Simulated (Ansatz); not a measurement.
# Ba3SbP, space group Pm-3m: a run that restarts from a saved state

Run with Ansatz's Python interface.

`ba3sbp_restart.py`:
```python
"""Two stages for Ba3SbP: converge the density, then read it back for bands."""

import argparse

import ansatz

system = (
    ansatz.Lattice.of((6.113177, 0.0, 0.0), (0.0, 6.113177, 0.0), (0.0, 0.0, 6.113177))
    .atom("Ba", (0.0, 0.5, 0.5))
    .atom("Ba", (0.5, 0.0, 0.5))
    .atom("Ba", (0.5, 0.5, 0.0))
    .atom("Sb", (0.0, 0.0, 0.0))
    .atom("P", (0.5, 0.5, 0.5))
)

parser = argparse.ArgumentParser()
parser.add_argument("stage", choices=["scf", "bands"])
stage = parser.parse_args().stage
base = (
    system.calculation()
    .functional("lda")
    .pseudopotentials("nc")
    .kpoints(spacing=0.52)
    .occupations("Fixed")
    .eigensolver("davidson", full_accuracy=True)
)
if stage == "scf":
    report = base.checkpoint(write="ground.run").run(threads=1).report
    print(f"F = {report['free_energy_ev']:.5f} eV after {report['n_iterations']} iterations, saved")
else:
    points = {"G": (0.0, 0.0, 0.0), "X": (0.0, 0.5, 0.0), "M": (0.5, 0.5, 0.0), "R": (0.5, 0.5, 0.5)}
    result = base.checkpoint(read="ground.run", post_process_only=True).band_structure(list(points.values()), intervals=1).run(threads=1)
    bands = result.band_structure()
    for label, levels in zip(points, bands.channels[0].eigenvalues_ev - bands.fermi_energy_ev):
        print(f"{label:3s}", " ".join(f"{e:7.3f}" for e in levels if abs(e) < 6))
```

Running `python ba3sbp_restart.py scf` prints:
```text
DeckWarning: basis.ecutwfc = 1142.878222 eV, auto-derived from the records' recommended cutoffs: set by Sb (normal level)
RunWarning: iter 1: σ=0 fill of 25 bands saw a band overlap (occupied 6.3118 eV > unoccupied 5.9832 eV) — on an unconverged iterate often a transient of an unconverged empty band; one that stands at the close is told there (band_overlap_at_count); if the run fails to converge, the spectrum is likely genuinely metallic [...]
F = -4953.02532 eV after 10 iterations, saved
```
(Warnings from the package without file and line, shortened.)

`python ba3sbp_restart.py bands` gives:
```text
DeckWarning: basis.ecutwfc = 1142.878222 eV, auto-derived from the records' recommended cutoffs: set by Sb (normal level)
G    -0.512  -0.512  -0.512  -0.000  -0.000  -0.000   0.138   0.411   0.411   0.492   0.492
X    -2.009  -1.678  -0.666  -0.666  -0.651  -0.651   0.750   1.263   1.401   2.034   2.236
M    -2.342  -2.342  -1.038  -1.038  -0.946  -0.845   1.739   1.739   1.839   2.096   2.096
R    -2.503  -2.503  -2.503  -0.680  -0.680  -0.680   1.535   1.535   1.535   1.635   2.232
```
(Warnings from the package without file and line.)

What to keep in mind:
- These settings explore the input space; cutoff and mesh may be short of convergence.
- The computed bands are complete only to about 0.5 eV above the Fermi level.
- The structure comes from a database of computed cells and needn't be a stable or known phase.
- Gaps and levels are Kohn-Sham values on a finite set of k-points, without spin-orbit coupling.
- Timing: 43 s on 1 thread of Arm Neoverse V1, with other jobs on the host, peak memory 0.63 GiB.

(Lines on the test bed's own set-up are left out of the output.)
